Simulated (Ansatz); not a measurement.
**FGeH₂N: small, medium and large basis sets**

Aim: see how fast density functionals converge with the basis set for FGeH₂N.

Method: one geometry, several basis sets; program: Ansatz 0.2.0, Gaussian basis.

The runs, in order: PBE0-D4/def2-SVP; ωB97M-V/def2-SVP; PBE0-D4/def2-QZVPP; ωB97M-V/def2-QZVPP; the functionals' def2-TZVPP values are taken from earlier runs.

## (1) The geometry

An earlier PBE0-D4 in a triple-zeta def2 set relaxation fixed the geometry.

SMILES `[NH2][Ge][F]`, 5 atoms, charge 0, spin multiplicity 1.

Atoms are counted from 1 here; the program's logs count them from 0.

Bond lengths: N1–Ge2 1.811 Å, N1–H4 1.008 Å, N1–H5 1.010 Å, Ge2–F3 1.768 Å. Angles: Ge2–N1–H4 124.0°, Ge2–N1–H5 122.7°, H4–N1–H5 113.3°, N1–Ge2–F3 94.5°.

## (2) PBE0-D4 in def2-SVP

in.yaml reads:

```yaml
crystal:
  periodic: [false, false, false]
  atoms:
    - {symbol: N, position_ang: [-0.477732, 0.347608, -0.204749]}
    - {symbol: Ge, position_ang: [0.434068, -0.305198, 1.217231]}
    - {symbol: F, position_ang: [1.598294, -1.203910, 0.235496]}
    - {symbol: H, position_ang: [-1.280116, 0.952567, -0.130551]}
    - {symbol: H, position_ang: [-0.224515, 0.135333, -1.158727]}
basis:
  gaussian: {orbitals: def2-SVP}
hamiltonian: {xc: pbe0, dispersion: d4}
output: {orbitals: {seedname: orbitals}}
```

The runs that follow: ωB97M-V in def2-SVP; PBE0-D4 in def2-QZVPP; ωB97M-V in def2-QZVPP.

Q: Predict the results of all the runs planned. Wanted: PBE0-D4: double and triple zeta above quadruple; ωB97M-V: double and triple zeta above quadruple.

The runs gave:

| quantity | value |
| --- | --- |
| PBE0-D4: double and triple zeta above quadruple | 14.00, 1.49 eV |
| ωB97M-V: double and triple zeta above quadruple | 14.07, 1.44 eV |

PBE0-D4 gains 12.51 eV from double to triple zeta, then 1.49 eV more. These are total energies; as a rule much of such shifts cancels in differences, which this series doesn't test.
